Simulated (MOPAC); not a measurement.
**PM6-D3 (COSMO water) run of triplet Si2H4Cl2**

Wanted: a structure relaxation of triplet Si2H4Cl2. 

The results are computed with MOPAC 23.2.5.

8 further runs of the same task are left out: 1 that didn't finish, 7 set aside as unsound or not needed.

## 1. Starting point

Si2H4Cl2 has 8 atoms, charge 0, and is taken as a triplet. As SMILES of the parent species, `Cl[SiH2][SiH2]Cl`. The shape is that of a GFN2-xTB optimisation. This is one conformer, not always the lowest. That shape belongs to the parent species and isn't relaxed for this state. The run starts from this shape.

Bond lengths: Cl1–Si2 2.021 Å, Si2–Si3 2.319 Å, Si3–Cl4 2.021 Å, Si2–H5 1.465 Å, Si2–H6 1.464 Å, Si3–H7 1.464 Å, Si3–H8 1.465 Å. Some angles: Cl1–Si2–Si3 111.9°, Si2–Si3–Cl4 111.9°, Cl1–Si2–H5 106.1°, Cl1–Si2–H6 106.2°, Si3–Si2–H5 114.4°, Si3–Si2–H6 110.7°, Si2–Si3–H7 110.7°, Si2–Si3–H8 114.4°, Cl4–Si3–H7 106.1°, Cl4–Si3–H8 106.1°.

## 2. A geometry optimisation at PM6-D3 (COSMO water)

cl2h4si2.mop

```
eps=78.4 cycles=200 triplet uhf gnorm=0.05 pm6-d3 threads=1 aux(precision=6)
PM6-D3 optimise

Cl    -2.050370 +1     1.625460 +1    -0.085200 +1
Si    -0.087980 +1     1.160970 +1     0.042080 +1
Si     0.256220 +1    -1.132360 +1     0.083990 +1
Cl    -0.275300 +1    -2.007810 +1    -1.657800 +1
H      0.566480 +1     1.850460 +1    -1.072790 +1
H      0.398240 +1     1.779390 +1     1.276990 +1
H      1.674780 +1    -1.440260 +1     0.277260 +1
H     -0.482060 +1    -1.835850 +1     1.135460 +1
```

Run with:

```sh
mopac cl2h4si2.mop
```

What values should one expect? Wanted: dipole moment; HOMO energy; LUMO energy; heat of formation; ⟨S²⟩.

Answer, from the run:

Level: PM6-D3 (COSMO water).

```
                  quantity           value
             dipole moment          3.88 D
HOMO energy (over α and β)        -6.54 eV
LUMO energy (over α and β)        -1.45 eV
         heat of formation  -37.6 kcal/mol
                      ⟨S²⟩           2.007
```

At the final geometry: Bond lengths: Cl1–Si2 2.040 Å, Si2–Si3 1.821 Å, Si3–Cl4 2.116 Å, Si2–H5 1.639 Å, Si2–H6 1.572 Å, Si3–H7 1.471 Å, Si2–H8 1.645 Å. Some angles: Cl1–Si2–Si3 161.9°, Si2–Si3–Cl4 128.0°, Cl1–Si2–H5 115.1°, Cl1–Si2–H6 132.0°, Cl1–Si2–H8 116.4°, Si3–Si2–H5 60.2°, Si3–Si2–H6 66.1°, Si3–Si2–H8 59.7°, Si2–Si3–H7 127.3°, Cl4–Si3–H7 104.6°. The optimisation stopped short of its gradient threshold. The optimisation took 70 steps and changed the energy by -1.572 eV.
